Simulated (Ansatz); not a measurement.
# SiAsH₃ (triplet): wave-function methods side by side, cc-pVDZ

One table from this session's results is given with a row withheld; the runs are named, their logs left out.

The runs use Ansatz 0.2.0, Gaussian basis; cc-pVDZ, core rule «outside noble gas», up to 19 orbitals frozen.

Plan: UHF; CCSD(T) on ROHF; CCSD(T) on UHF; BCCD(T) on ROHF; CISD; CCSDT(Q) on ROHF; CCSDT(Q) on UHF; CASSCF and NEVPT2, 12 electrons in 11 orbitals.

17 further runs of the same task are left out: 7 that didn't finish, 10 set aside as unsound or not needed.

### The system

The geometry is a PBE0/def2-TZVP stationary point (not a proven minimum) of the parent state, kept for this charge and spin. No spin-orbit coupling is included. The filled d shell of As may be among the frozen orbitals whatever the setting's name suggests; the logs give the count.

5 atoms, charge 0, spin multiplicity 3.

Atoms are counted from 1 here; the program's logs count them from 0.

Bond lengths: Si1–As2 2.166 Å, Si1–H3 1.483 Å, Si1–H4 1.483 Å, As2–H5 1.527 Å. Angles: As2–Si1–H3 126.6°, As2–Si1–H4 122.0°, H3–Si1–H4 111.4°, Si1–As2–H5 88.3°.

The first run:

in.yaml

```yaml
crystal:
  periodic: [false, false, false]
  atoms:
    - {symbol: Si, position_ang: [0.000000, 0.017809, 1.534798]}
    - {symbol: As, position_ang: [0.000000, -0.026897, -0.630834]}
    - {symbol: H, position_ang: [0.000000, 1.226230, 2.395086]}
    - {symbol: H, position_ang: [0.000000, -1.223246, 2.346849]}
    - {symbol: H, position_ang: [0.000000, 1.500097, -0.617182]}
basis:
  gaussian: {orbitals: cc-pVDZ}
magnetization: {spin_polarized: true, initial_magnetization: 2}
hamiltonian: {xc: hf}
output: {orbitals: {seedname: orbitals}}
```

Run with:

```console
$ ansatz run in.yaml --threads 1 --pin off --events-out ev --progress --plain --max-ram 2393MiB
```

Steps of the session up to this table: UHF; CCSD(T) on ROHF; CCSD(T) on UHF; BCCD(T) on ROHF; CISD; CCSDT(Q) on ROHF; CCSDT(Q) on UHF; CASSCF and NEVPT2, 12 electrons in 11 orbitals.

One of the session's tables, all rows but one given; the rest of the session is left out.

| method | from UCCSDT(Q) (kJ/mol) |
| --- | --- |
| ROHF | +605.5 |
| UHF | +584.8 |
| RMP2 | +121.4 |
| UMP2 | +123.2 |
| CISD | +68.7 |
| RCCSD | +19.5 |
| UCCSD | +18.8 |
| RCCSD(T) | +4.1 |
| UCCSD(T) | +3.8 |
| BCCD(T) | +4.0 |
| RCCSDT | +1.1 |
| UCCSDT | +0.8 |
| RCCSDT(Q) | ? |
| UCCSDT(Q) | 0 |
| CASSCF valence | +429.7 |
| NEVPT2 valence | +110.2 |

Estimate the missing values for RCCSDT(Q).

**Answer.** from UCCSDT(Q) (kJ/mol): +0.3. In the column «from UCCSDT(Q) (kJ/mol)» it lies between UCCSDT(Q) (0) and UCCSDT (+0.8).

Limits of these values: Restricted and unrestricted rows rest on different reference determinants; where their highest levels disagree by more than a few hundredths of an eV, they describe different states and don't form one ladder.
